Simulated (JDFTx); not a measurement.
SiGe:

```
Ge Si
1.0
     3.90445    0.00000    0.00000
    -1.95223    3.38135    0.00000
     0.00000    0.00000    6.45078
Ge Si
2 2
Direct
  0.33333 0.66667 0.00039
  0.66667 0.33333 0.50039
  0.33333 0.66667 0.37461
  0.66667 0.33333 0.87461
```

The cell comes from a database or a generator and needn't be the stable form of this composition.

```yaml
Program: JDFTx 1.7.0 (patched build)
Task: single point
Functional: PBEsol
Potentials_or_basis: PseudoDojo-SR-PBEsol-0.4.1-standard with smoothed tails
Cutoff: 1061 eV
Density_cutoff: 8490 eV
k_mesh: 8 × 8 × 4
Occupations: fermi-dirac, width 0.05 eV
Spin: no spin polarisation
```

On this cell: pressure -0.3 GPa; largest force 0.011 eV/Å; band gap on the k mesh 0.35 eV, indirect (least direct gap 0.39 eV).

The same run follows on a disturbed copy (atoms moved at random, drawn with an rms of 0.05 Å):

```
Ge Si
1.0
     3.90445    0.00000    0.00000
    -1.95223    3.38135    0.00000
     0.00000    0.00000    6.45078
Ge Si
2 2
Direct
  0.31957 0.65814 0.99463
  0.65696 0.32874 0.50129
  0.34568 0.67279 0.37556
  0.68622 0.33975 0.86965
```

Task: What changes?

Result: The energy moves by +32.1 meV/atom; pressure 0.1 GPa; largest force 1.589 eV/Å; band gap on the k mesh 0.15 eV, indirect (least direct gap 0.24 eV).

Forces on the atoms (eV/Å):
```
Ge   1.340  0.711  0.471
Ge   0.738  0.401 -0.250
Si  -0.741 -0.412 -0.383
Si  -1.338 -0.700  0.162
```

Stress tensor (GPa, compression positive):
```
 0.56  0.69  2.01
 0.69 -0.07  1.06
 2.01  1.06 -0.33
```

Caveats: the empty levels aren't tightly converged (some runs).

A k mesh can miss the band edges.
